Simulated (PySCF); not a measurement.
# C4H11BBrN: magnetic properties

What do calculations give for the magnetic properties of C4H11BBrN (`CCNB(Br)CC`)?

Computed with PySCF 2.14.0 and routines of our own; the level stands in each step. Atoms count from 0.

## (1) The system as given

18 atoms, charge 0, multiplicity 1; geometry from: GFN2-xTB.

## (2) Magnetic properties: GIAO PBE0/pcSseg-1

The job: settings as JSON, then the geometry in Å.

```
{"job": {"kind": "mag", "xc": "PBE0", "basis": "pcSseg-1", "isotopologues": 2}, "charge": 0, "multiplicity": 1}
C      2.548497     0.979538    -0.090983
C      2.041709    -0.443433    -0.310461
N      0.679581    -0.448619    -0.814111
B     -0.496726    -0.790370    -0.177339
Br    -0.440623    -1.400991     1.624508
C     -1.908858    -0.655805    -0.899255
C     -2.734646     0.505501    -0.324028
H      1.927885     1.490131     0.641948
H      2.524368     1.543875    -1.021409
H      3.571235     0.956457     0.274690
H      2.687034    -0.961575    -1.028662
H      2.070684    -0.992678     0.632621
H      0.629393    -0.087860    -1.756770
H     -2.492378    -1.573418    -0.774822
H     -1.796064    -0.501926    -1.976475
H     -2.897671     0.368244     0.743357
H     -2.217282     1.452301    -0.471490
H     -3.704898     0.566946    -0.812495
```

Level: GIAO PBE0/pcSseg-1 magnetisability, rotational g tensor and spin-rotation constants, non-relativistic, gas phase.

Launch:

```bash
OMP_NUM_THREADS=1 python excited_run.py task.json out
```

This one command runs all jobs of the session in turn.

The program printed:

```text
coarse grid: 65544 points
cycle   1  E = -2811.9471475996  dE = -6.023e-01  |g| = 8.020e-01  |ddm| = 3.656e+00
cycle   2  E = -2811.9448178009  dE =  2.330e-03  |g| = 5.774e-01  |ddm| = 7.590e-01
cycle   3  E = -2811.9990048867  dE = -5.419e-02  |g| = 1.660e-01  |ddm| = 5.059e-01
cycle   4  E = -2812.0051649119  dE = -6.160e-03  |g| = 4.130e-02  |ddm| = 1.603e-01
cycle   5  E = -2812.0055164142  dE = -3.515e-04  |g| = 1.235e-02  |ddm| = 3.719e-02
cycle   6  E = -2812.0055493216  dE = -3.291e-05  |g| = 1.431e-03  |ddm| = 9.503e-03
cycle   7  E = -2812.0055497528  dE = -4.312e-07  |g| = 7.604e-04  |ddm| = 2.057e-03
final grid: 139200 points
cycle   8  E = -2812.0055691414  dE =  5.701e-08  |g| = 1.006e-03  |ddm| = 2.216e-03
cycle   9  E = -2812.0055689333  dE =  2.081e-07  |g| = 1.347e-03  |ddm| = 2.058e-03
cycle  10  E = -2812.0055694085  dE = -4.753e-07  |g| = 7.549e-05  |ddm| = 1.181e-03
cycle  11  E = -2812.0055694098  dE = -1.262e-09  |g| = 9.115e-06  |ddm| = 5.524e-05
cycle  12  E = -2812.0055694098  dE = -1.319e-11  |g| = 4.281e-06  |ddm| = 1.129e-05
converged SCF energy = -2812.0055694098

Magnetisability tensor (1e-30 J/T^2)
    -1598.46       16.56      -15.05
       16.56    -1715.68      -72.41
      -15.05      -72.41    -1531.28
isotropic -1615.14   principal values   -1741.53  -1601.68  -1502.22
isotropic susceptibility -97.266 1e-6 cm^3/mol

Inertial axes            a          b          c
rot. const./GHz      1.7662     1.2206     0.8213
chi total           -94.951    -92.855   -103.993
chi diamagnetic    -783.567  -1139.235  -1583.104
chi paramagnetic    688.616   1046.381   1479.111
quadrupole/D A        3.579      0.264     -3.843
g nuclear            0.5663     0.5964     0.5735
g electronic        -0.5714    -0.6000    -0.5707
g total             -0.0051    -0.0036     0.0028

Spin-rotation constants (kHz, H = +C I.J)
atom  isotope        aa         bb         cc
  2    14N        0.136      0.155      0.050
  3    11B        0.544      0.412      0.160
  4   79Br        2.541      0.765      0.425
  7     1H       -0.117     -0.143     -0.012
  8     1H       -0.171      0.011     -0.095
  9     1H       -0.056     -0.074     -0.091
 10     1H       -0.097     -0.122     -0.011
 11     1H       -0.150      0.049     -0.086
 12     1H       -0.179      0.058     -0.096
 13     1H       -0.042     -0.124     -0.058
 14     1H       -0.158     -0.021     -0.078
 15     1H       -0.141     -0.036     -0.066
 16     1H       -0.077     -0.117     -0.052
 17     1H       -0.075     -0.050     -0.090
  0    13C*       0.250      0.188      0.114
  1    13C*       0.304      0.222      0.149
  5    13C*       0.270      0.161      0.128
  6    13C*       0.240      0.166      0.105
* in the singly substituted isotopologue

Isotopologues: g along a, b, c
2H    at 7,8,9,10,11,12    -0.0042    -0.0033     0.0022
13C   at 0                 -0.0051    -0.0035     0.0027
```

Wall time 42 s (1 thread of Intel Xeon Platinum 8488C, shared host); peak memory 0.87 GiB.

Key values:

| quantity | value |
| --- | --- |
| magnetisability | -1615·10⁻³⁰ J/T² |
| molar susceptibility | -97.3·10⁻⁶ cm³/mol |
| rotational g (a, b, c) | -0.0051, -0.0036, 0.0028 |

## (3) Magnetic properties: GIAO wB97X/STO-3G in chloroform

The job, as its differences from that of step 2:

```diff
@@ -1,2 +1,2 @@
-{"job": {"kind": "mag", "xc": "PBE0", "basis": "pcSseg-1", "isotopologues": 2}, "charge": 0, "multiplicity": 1}
+{"job": {"kind": "mag", "xc": "wB97X", "basis": "STO-3G", "solvent": "chloroform"}, "charge": 0, "multiplicity": 1}
 C      2.548497     0.979538    -0.090983
```

Method: GIAO wB97X/STO-3G magnetisability, non-relativistic, IEF-PCM chloroform.

The program printed:

```text
coarse grid: 65544 points
cycle   1  E = -2781.8500965397  dE = -2.501e+00  |g| = 3.632e-01  |ddm| = 5.024e+00
cycle   2  E = -2781.9080397167  dE = -5.794e-02  |g| = 1.692e-01  |ddm| = 8.951e-01
cycle   3  E = -2781.9162151247  dE = -8.175e-03  |g| = 4.596e-02  |ddm| = 2.566e-01
cycle   4  E = -2781.9169601219  dE = -7.450e-04  |g| = 9.905e-03  |ddm| = 7.962e-02
cycle   5  E = -2781.9169969601  dE = -3.684e-05  |g| = 1.498e-03  |ddm| = 1.786e-02
cycle   6  E = -2781.9169981282  dE = -1.168e-06  |g| = 3.473e-04  |ddm| = 3.647e-03
final grid: 139200 points
cycle   7  E = -2781.9182665508  dE = -7.400e-07  |g| = 3.561e-04  |ddm| = 2.853e-03
cycle   8  E = -2781.9182666025  dE = -5.167e-08  |g| = 1.500e-04  |ddm| = 7.806e-04
cycle   9  E = -2781.9182666109  dE = -8.423e-09  |g| = 4.067e-05  |ddm| = 2.618e-04
cycle  10  E = -2781.9182666119  dE = -9.281e-10  |g| = 1.482e-05  |ddm| = 1.017e-04
converged SCF energy = -2781.9182666119

Magnetisability tensor (1e-30 J/T^2)
    -1591.02       22.63       -8.54
       22.63    -1736.80      -83.20
       -8.54      -83.20    -1524.11
isotropic -1617.31   principal values   -1767.46  -1591.51  -1492.97
isotropic susceptibility -97.397 1e-6 cm^3/mol

Inertial axes            a          b          c
rot. const./GHz      1.7662     1.2206     0.8213
chi total           -94.544    -92.216   -105.431
chi diamagnetic    -775.209  -1130.087  -1575.908
chi paramagnetic    680.665   1037.872   1470.478
quadrupole/D A        3.368     -1.289     -2.079
```

Wall time 16 s (1 thread of Intel Xeon Platinum 8488C, shared host); peak memory 0.75 GiB.

Key values:

| quantity | value |
| --- | --- |
| magnetisability | -1617·10⁻³⁰ J/T² |
| molar susceptibility | -97.4·10⁻⁶ cm³/mol |

## (4) Outcome

| quantity | value |
| --- | --- |
| magnetisability (step 2, GIAO PBE0/pcSseg-1) | -1615·10⁻³⁰ J/T² |
| molar susceptibility (step 2, GIAO PBE0/pcSseg-1) | -97.3·10⁻⁶ cm³/mol |
| rotational g (a, b, c) (step 2, GIAO PBE0/pcSseg-1) | -0.0051, -0.0036, 0.0028 |

Steps that list no spin-orbit terms leave them out, which matters at and beside the heavy atoms. Vibrational averaging and real surroundings are missing from these values.
